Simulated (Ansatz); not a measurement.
# CH₅ClFGaSi: up Jacob's ladder to CCSD(T)

One table from this session's results is given with a row withheld; the runs are named, their logs left out.

Computed with Ansatz 0.2.0, Gaussian basis. Level: functionals in def2-TZVPP, the program's frozen cores in correlated methods.

Levels to be run: PBE-D4, r2SCAN-D4, PBE0-D4, B3LYP-D4, ωB97X-V, ωB97M-V, B2PLYP; CCSD(T)/def2-TZVPP; MP2/def2-QZVPP; extrapolation to the limit.

## The geometry

The geometry comes from an earlier relaxation with PBE0-D4 in a triple-zeta def2 set; it is a stationary point, not always the lowest conformer.

SMILES `F[CH2][GaH][SiH2]Cl`, 10 atoms, charge 0, spin multiplicity 1.

Atoms are counted from 1 here; the program's logs count them from 0.

Bond lengths: F1–C2 1.391 Å, C2–Ga3 1.991 Å, C2–H6 1.097 Å, C2–H7 1.097 Å, Ga3–Si4 2.414 Å, Ga3–H8 1.573 Å, Si4–Cl5 2.080 Å, Si4–H9 1.485 Å, Si4–H10 1.486 Å. Angles: F1–C2–Ga3 111.8°, F1–C2–H6 108.1°, F1–C2–H7 108.1°, Ga3–C2–H6 110.8°, Ga3–C2–H7 111.0°, H6–C2–H7 106.9°, C2–Ga3–Si4 118.9°, C2–Ga3–H8 118.2°, Si4–Ga3–H8 122.7°, Ga3–Si4–Cl5 102.9°, Ga3–Si4–H9 115.5°, Ga3–Si4–H10 115.4°, Cl5–Si4–H9 107.3°, Cl5–Si4–H10 106.9°, H9–Si4–H10 108.2°.

The first run:

Contents of in.yaml:

```yaml
crystal:
  periodic: [false, false, false]
  atoms:
    - {symbol: F, position_ang: [-1.662940, 0.245079, 1.490994]}
    - {symbol: C, position_ang: [-0.328057, 0.149938, 1.871418]}
    - {symbol: Ga, position_ang: [0.855068, -0.259220, 0.322757]}
    - {symbol: Si, position_ang: [-0.087309, -0.255713, -1.899949]}
    - {symbol: Cl, position_ang: [0.060915, 1.741429, -2.462543]}
    - {symbol: H, position_ang: [-0.039108, 1.097676, 2.341419]}
    - {symbol: H, position_ang: [-0.248382, -0.625310, 2.642806]}
    - {symbol: H, position_ang: [2.391115, -0.464608, 0.593230]}
    - {symbol: H, position_ang: [-1.520440, -0.633511, -1.986491]}
    - {symbol: H, position_ang: [0.662138, -1.046960, -2.910641]}
basis:
  gaussian: {orbitals: def2-TZVPP}
hamiltonian: {xc: pbe, dispersion: d4}
output: {forces: true, orbitals: {seedname: orbitals}}
```

Started as:

```console
$ ansatz run in.yaml --threads 4 --pin off --events-out ev --progress --plain --max-ram 10444MiB
```

Steps of the session up to this table: PBE-D4 (GGA); r2SCAN-D4 (meta-GGA); PBE0-D4 (hybrid); B3LYP-D4 (hybrid); ωB97X-V (range-separated); ωB97M-V (range-separated); B2PLYP (double hybrid); CCSD(T) in def2-TZVPP; MP2 in def2-QZVPP.

One table of the session follows, with a row left open; its other results are not shown here.

```
            method  atomisation energy (kcal/mol)
            PBE-D4                          737.3
         r2SCAN-D4                          733.7
           PBE0-D4                          727.7
          B3LYP-D4                          724.4
           ωB97X-V                          735.8
           ωB97M-V                          730.4
            B2PLYP                          717.7
     HF/def2-TZVPP                          534.2
    MP2/def2-TZVPP                          723.4
   CCSD/def2-TZVPP                          703.2
CCSD(T)/def2-TZVPP                          713.6
           MP2/CBS                              ?
       CCSD(T)/CBS                          732.3
```

Q: Estimate the row for MP2/CBS from the others.

The run gave: atomisation energy (kcal/mol): 742.1. In the column «atomisation energy (kcal/mol)» it is the highest.

Limits of these values: Free atoms (1 F, 1 C, 1 Ga, 1 Si, 1 Cl, 5 H) were run apart at each level; the atomisation energy is their sum less the molecule, without zero-point or spin-orbit terms.
